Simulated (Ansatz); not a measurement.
# BCCD(T)/6-31G(d) (spherical functions) run of CH7GaSi (SMILES [CH3][GaH][SiH3])

Aim: the energy change on altering one bond length of CH7GaSi at BCCD(T)/6-31G* (spherical functions), from 2 runs. 

Program for the calculation: Ansatz 0.2.0.

71 further runs of the same task are left out: 71 set aside as unsound or not needed.

**1. Starting point**

CH7GaSi has 10 atoms, charge 0, and is taken as a singlet. SMILES: `[CH3][GaH][SiH3]`. The coordinates come from a PBE0-D4/def2-TZVP relaxation.

Bond lengths: C1–Ga2 1.971 Å, Ga2–Si3 2.419 Å, C1–H4 1.090 Å, C1–H5 1.094 Å, C1–H6 1.093 Å, Ga2–H7 1.578 Å, Si3–H8 1.492 Å, Si3–H9 1.489 Å, Si3–H10 1.492 Å. Some angles: C1–Ga2–Si3 120.8°, C1–Ga2–H7 118.1°, Si3–Ga2–H7 121.0°, Ga2–C1–H4 113.1°, Ga2–C1–H5 109.2°, Ga2–C1–H6 110.1°, Ga2–Si3–H8 110.2°, Ga2–Si3–H9 114.2°, Ga2–Si3–H10 110.2°, H4–C1–H5 108.5°.

**2. The energy at BCCD(T)/6-31G(d) (spherical functions)**

The input, job.yaml:

```yaml
basis:
  gaussian: {orbitals: 6-31G_st_-spherical.json}
crystal:
  periodic: [false, false, false]
  atoms:
    - {symbol: C, position_ang: [-1.123300, 1.394100, -0.619200]}
    - {symbol: Ga, position_ang: [0.561500, 0.659300, 0.093300]}
    - {symbol: Si, position_ang: [0.786700, -1.705300, 0.550700]}
    - {symbol: H, position_ang: [-1.924300, 0.656600, -0.670400]}
    - {symbol: H, position_ang: [-0.947000, 1.785400, -1.626000]}
    - {symbol: H, position_ang: [-1.454200, 2.236500, -0.005700]}
    - {symbol: H, position_ang: [1.759600, 1.654600, 0.346000]}
    - {symbol: H, position_ang: [0.531000, -2.496200, -0.688800]}
    - {symbol: H, position_ang: [2.125000, -2.100900, 1.069700]}
    - {symbol: H, position_ang: [-0.231700, -2.135100, 1.553300]}
correlation: {method: bccd_t, frozen_orbitals: {C: 1, Ga: 9, H: 0, Si: 5}}
accuracy: high
scf: {omitted_lower_state_checks: [cluster_reference, increment]}
```

The basis set 6-31G* is read from a file made from the Basis Set Exchange's data (not shown).

Run with:

```sh
$ ansatz run job.yaml --threads 1 --pin off --max-ram 3480MiB --events-out events.jsonl --progress --plain --runs-dir runs
```

Output:

```text
Warning: RAYON_NUM_THREADS=1 ignored (pool sized by the plan → 1); use --threads N
Functional definition: HF
  name "HF"
  exchange = exact_x
  correlation = 0
these checks for a lower state are left out or cut short: cluster_reference, increment
1761 factors; integrals over basis functions are off by at most 7.4e-9 eV
mean field evaluation 1: about -61327.1977 eV, gradient 2.3e1 eV
mean field evaluation 2: about -61327.2808 eV, gradient 2.3e1 eV
mean field evaluation 4: about -61329.0364 eV, gradient 2.7e0 eV
mean field evaluation 8: about -61329.0680 eV, gradient 1.4e-4 eV
mean field -61329.06799539 eV, -2253.8016784953 hartree, gradient 2.8e-8 eV, S^2 0.000000; 0 other end points of the search recorded, 0 dependent functions left out
15 core orbitals not correlated: weight in the atoms' cores, before any rotation towards them, 1.000 or more for the frozen orbitals, at most 0.000 for the correlated occupied ones
reference -61329.06799539 eV, -2253.8016784953 hartree; 14, 14 occupied and 49, 49 virtual orbitals, 1761 factors
second order -12.24007422 eV of doubles, -0.00000000 eV of singles
cycle   1  -12.37656334 eV  change   -1.4e-1 eV  update   1.0e-1
cycle   2  -12.91007576 eV  change   -5.3e-1 eV  update   3.8e-2
cycle   3  -13.00853853 eV  change   -9.8e-2 eV  update   1.8e-2
cycle   4  -12.99656044 eV  change    1.2e-2 eV  update   4.2e-3
cycle   5  -12.99598973 eV  change    5.7e-4 eV  update   1.4e-3
cycle   6  -12.99625945 eV  change   -2.7e-4 eV  update   3.9e-4
cycle   7  -12.99588662 eV  change    3.7e-4 eV  update   1.3e-4
cycle   8  -12.99585935 eV  change    2.7e-5 eV  update   4.3e-5
cycle   9  -12.99590424 eV  change   -4.5e-5 eV  update   1.5e-5
cycle  10  -12.99589166 eV  change    1.3e-5 eV  update   4.1e-6
cycle  11  -12.99589432 eV  change   -2.7e-6 eV  update   1.3e-6
cycle  12  -12.99589578 eV  change   -1.5e-6 eV  update   3.9e-7
cycle  13  -12.99589526 eV  change    5.2e-7 eV  update   1.4e-7
cycle  14  -12.99589559 eV  change   -3.3e-7 eV  update   6.5e-8
cycle  15  -12.99589560 eV  change   -1.2e-8 eV  update   3.4e-8
cycle  16  -12.99589549 eV  change    1.1e-7 eV  update   1.1e-7
cycle  17  -12.99589557 eV  change   -7.7e-8 eV  update   2.9e-8
cycle  18  -12.99589556 eV  change    7.2e-9 eV  update   9.1e-9
cycle  19  -12.99589556 eV  change   -2.4e-9 eV  update   3.6e-9
cycle  20  -12.99589556 eV  change   9.6e-10 eV  update   1.4e-9
perturbative correction -0.36771278 eV, -0.0135131953 hartree
Total energy: -61342.43160373 eV, -2254.2927820435 hartree
Checks for a lower state left out: cluster_reference, increment
```

Run time: 17 s. Hardware: 1 thread of Arm Neoverse V1, shared host; peak memory 0.44 GiB.

**3. The distorted shape at the same level**

The input, input.yaml:

```yaml
crystal:
  periodic: [false, false, false]
  atoms:
    - {symbol: C, position_ang: [-1.024034, 1.141391, -0.803242]}
    - {symbol: Ga, position_ang: [0.660766, 0.406591, -0.090742]}
    - {symbol: Si, position_ang: [0.885966, -1.958009, 0.366658]}
    - {symbol: H, position_ang: [-1.825034, 0.403891, -0.854442]}
    - {symbol: H, position_ang: [-0.847734, 1.532691, -1.810042]}
    - {symbol: H, position_ang: [-1.454200, 2.236500, -0.005700]}
    - {symbol: H, position_ang: [1.858866, 1.401891, 0.161958]}
    - {symbol: H, position_ang: [0.630266, -2.748909, -0.872842]}
    - {symbol: H, position_ang: [2.224266, -2.353609, 0.885658]}
    - {symbol: H, position_ang: [-0.132434, -2.387809, 1.369258]}
basis:
  gaussian: {orbitals: 6-31G_st_-spherical.json}
magnetization: {spin_polarized: false}
correlation: {method: bccd_t, frozen_orbitals: {C: 1, Ga: 9, H: 0, Si: 5}}
accuracy: high
scf: {omitted_lower_state_checks: [cluster_reference, increment]}
```

The basis set 6-31G* is read from a file made from the Basis Set Exchange's data (not shown).

Run with:

```sh
$ ansatz run input.yaml --threads 1 --pin off --max-ram 3480MiB --events-out events.jsonl --progress --plain --runs-dir runs
```

Output:

```text
Warning: RAYON_NUM_THREADS=1 ignored (pool sized by the plan → 1); use --threads N
[... 4 set-up lines as earlier in the session ...]
these checks for a lower state are left out or cut short: cluster_reference, increment
1764 factors; integrals over basis functions are off by at most 8.5e-9 eV
mean field evaluation 1: about -61326.1735 eV, gradient 2.1e1 eV
mean field evaluation 2: about -61326.2561 eV, gradient 2.1e1 eV
mean field evaluation 4: about -61327.9086 eV, gradient 2.7e0 eV
mean field evaluation 8: about -61327.9422 eV, gradient 1.9e-1 eV
mean field -61327.94233606 eV, -2253.7603112780 hartree, gradient 8.5e-8 eV, S^2 0.000000; 0 other end points of the search recorded, 0 dependent functions left out
15 core orbitals not correlated: weight in the atoms' cores, before any rotation towards them, 1.000 or more for the frozen orbitals, at most 0.000 for the correlated occupied ones
reference -61327.94233606 eV, -2253.7603112780 hartree; 14, 14 occupied and 49, 49 virtual orbitals, 1764 factors
second order -12.32802670 eV of doubles, -0.00000000 eV of singles
cycle   1  -12.47603548 eV  change   -1.5e-1 eV  update   1.1e-1
cycle   2  -13.04462968 eV  change   -5.7e-1 eV  update   4.0e-2
cycle   3  -13.15498368 eV  change   -1.1e-1 eV  update   2.0e-2
cycle   4  -13.14654783 eV  change    8.4e-3 eV  update   4.6e-3
cycle   5  -13.14564407 eV  change    9.0e-4 eV  update   1.5e-3
cycle   6  -13.14633183 eV  change   -6.9e-4 eV  update   4.5e-4
cycle   7  -13.14589489 eV  change    4.4e-4 eV  update   1.6e-4
cycle   8  -13.14585210 eV  change    4.3e-5 eV  update   5.8e-5
cycle   9  -13.14591250 eV  change   -6.0e-5 eV  update   2.4e-5
cycle  10  -13.14588715 eV  change    2.5e-5 eV  update   9.2e-6
cycle  11  -13.14589446 eV  change   -7.3e-6 eV  update   4.0e-6
cycle  12  -13.14589795 eV  change   -3.5e-6 eV  update   1.5e-6
cycle  13  -13.14589615 eV  change    1.8e-6 eV  update   5.2e-7
cycle  14  -13.14589704 eV  change   -8.9e-7 eV  update   1.8e-7
cycle  15  -13.14589690 eV  change    1.4e-7 eV  update   7.6e-8
cycle  16  -13.14589687 eV  change    3.0e-8 eV  update   3.6e-8
cycle  17  -13.14589672 eV  change    1.5e-7 eV  update   1.2e-7
cycle  18  -13.14589681 eV  change   -9.1e-8 eV  update   3.1e-8
cycle  19  -13.14589680 eV  change    8.2e-9 eV  update   8.8e-9
cycle  20  -13.14589681 eV  change   -5.1e-9 eV  update   3.1e-9
cycle  21  -13.14589681 eV  change   -1.9e-9 eV  update   1.2e-9
perturbative correction -0.39375738 eV, -0.0144703169 hartree
Total energy: -61341.48199025 eV, -2254.2578843920 hartree
Checks for a lower state left out: cluster_reference, increment
```

It took 17 s on 1 thread of Arm Neoverse V1, shared host; peak memory 0.44 GiB.

**4. Results**

Level: BCCD(T)/6-31G* (spherical functions), 15 core orbitals frozen.

```
                                                         quantity           value
                                        first shape: total energy  -2254.29278 Eh
        first shape: correlation energy (15 core orbitals frozen)      -491.1 mEh
                                      first shape: (T) correction      -13.51 mEh
                                    distorted shape: total energy  -2254.25788 Eh
    distorted shape: correlation energy (15 core orbitals frozen)      -497.6 mEh
                                  distorted shape: (T) correction      -14.47 mEh
energy change with the C1–H6 bond stretched from 1.093 to 1.421 Å        0.950 eV
```

With the C1–H6 bond stretched from 1.093 to 1.421 Å the energy rises by 0.95 eV (21.9 kcal/mol). The first shape isn't relaxed at this level, so the change isn't measured from a minimum. The triples (first shape) make up 2.8 % of the correlation energy. The triples (distorted shape) make up 2.9 % of the correlation energy.
